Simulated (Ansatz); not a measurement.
Here is an Ansatz 0.2.0 calculation.

input.yaml

```yaml
crystal:
  lattice:
    - [-2.833365905, 2.833365905, 6.36926687]
    - [2.833365905, -2.833365905, 6.36926687]
    - [2.833365905, 2.833365905, -6.36926687]
  atoms:
    - { symbol: W, position: [0.0, 0.0, 0.0] }
    - { symbol: W, position: [0.75, 0.25, 0.5] }
    - { symbol: Ba, position: [0.5, 0.5, 0.0] }
    - { symbol: Ba, position: [0.25, 0.75, 0.5] }
    - { symbol: O, position: [0.59785523, 0.20310814, 0.14376005] }
    - { symbol: O, position: [0.79689186, 0.94065191, 0.39474709] }
    - { symbol: O, position: [0.95310814, 0.30934809, 0.10525291] }
    - { symbol: O, position: [0.20409518, 0.84785523, 0.89474709] }
    - { symbol: O, position: [0.54590482, 0.40214477, 0.60525291] }
    - { symbol: O, position: [0.05934809, 0.45409518, 0.85623995] }
    - { symbol: O, position: [0.69065191, 0.79590482, 0.64376005] }
    - { symbol: O, position: [0.15214477, 0.04689186, 0.35623995] }
hamiltonian:
  xc: r2scan
  pseudopotentials: { kind: paw }
kpoints:
  mp_grid: { grid: [7, 7, 7] }
  band_path:
    path:
      - [[0.0, 0.0, 0.0], [0.5, -0.5, 0.0], [0.5, -0.5, 0.0989455893], [0.2994727946, -0.2994727946, 0.2994727946], [0.0, 0.0, 0.0], [0.5, 0.5, -0.5], [0.7005272054, 0.2994727946, -0.2994727946], [0.5, 0.0, 0.0], [0.75, -0.25, -0.25], [0.9010544107, 0.0989455893, -0.5], [0.5, 0.5, -0.5]]
      - [[0.5, -0.5, 0.0], [0.75, -0.25, -0.25]]
    npoints: 10
scf:
  occupations: { method: fermi_dirac, width: 0.05 }
  n_extra_bands: 30
output:
  forces: true
  stress: true
  eigenvalues: true
  fatbands: true
```

Potentials or basis: Ansatz PAW.

Command:

```bash
$ ansatz run input.yaml --threads 4 --pin off --max-ram 11264MiB --backend cpu --events-out ev --progress --plain --runs-dir out
```

(1) Estimate the pressure.

(2) Estimate the largest force.

(3) Predict the band gap on the k mesh.

## Answers

(1) -2.2 GPa.

(2) 0.452 eV/Å.

(3) 5.16 eV, indirect (least direct gap 5.18 eV).

Caveat: spin-orbit coupling is left out, which moves the levels of the heavy elements; the PAW data sets come from PBE, with cores solved anew for the run's functional, which leaves a small shift of forces and pressure.

**Experimental background.**

From “A combined high-pressure experimental and theoretical study of the electronic band-structure of scheelite-type AWO4 (A = Ca, Sr, Ba, Pb) compounds”, 2011, arxiv:1107.3014, for a bulk crystal of BaWO4 at 300 K: band gap 5 eV (optical).

A measured gap of BaWO4 is 5 eV (optical; 300 K; “A combined high-pressure experimental and theoretical study of the electronic band-structure of scheelite-type AWO4 (A = Ca, Sr, Ba, Pb) compounds”, 2011, arxiv:1107.3014); the calculated 5.16 eV misses it by +0.16 eV. 2 values of this kind are on record (5 to 5.26 eV); this one was drawn at random. Spin-orbit coupling on Ba, W is left out. The value is that of r2SCAN, without temperature or zero-point motion. The cell is a database's relaxed one, not the measured one, which moves gaps too.
